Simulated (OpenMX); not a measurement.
Runs of OpenMX 3.8.5 on BiS. Symmetry: Pm-3m, No. 221, cubic system. The conventional cell has a = 4.003 Å, b = 4.003 Å, c = 4.003 Å, α = 90.00°, β = 90.00°, γ = 90.00°. Bi (site symmetry m-3m) has 8 S at 3.47 Å as nearest neighbours. Around S (site symmetry m-3m) lie 8 Bi at 3.47 Å. The cell was built by a generator and needn't be a form met in nature.

```csv
level,potentials or basis,spin,SCF threshold,pressure (GPa),moment (μB)
PBE,"OpenMX 2013 PBE set, Bi8.0-s3p2d2f1, S7.0-s2p2d1f1, grid cutoff 500 Ry","non-collinear, zero start, SOC",1e-07 Ha,-,0.00
PBE,"OpenMX 2013 PBE set, Bi8.0-s3p2d2f1, S7.0-s2p2d1f1, grid cutoff 500 Ry","non-collinear, zero start",1e-07 Ha,-,0.00
PBE,"OpenMX 2013 PBE set, Bi8.0-s3p2d2f1, S7.0-s2p2d1f1, grid cutoff 500 Ry",off,1e-08 Ha,-10.2,-
LDA,"OpenMX 2013 LDA set, Bi8.0-s3p2d2f1, S7.0-s2p2d1f1, grid cutoff 500 Ry",off,1e-08 Ha,(a),-
```

Alike in all rows: task band structure; cell as given; k mesh 5 × 5 × 5; smearing fermi-dirac 0.05 eV.

Fill in the values left out.

(a) -13.2.

Caveats: the basis of atomic orbitals isn't converged, which shifts pressures, moduli and gaps; total energies with and without spin-orbit coupling shouldn't be compared in this program (some runs).

Not every run made on this cell is shown here.
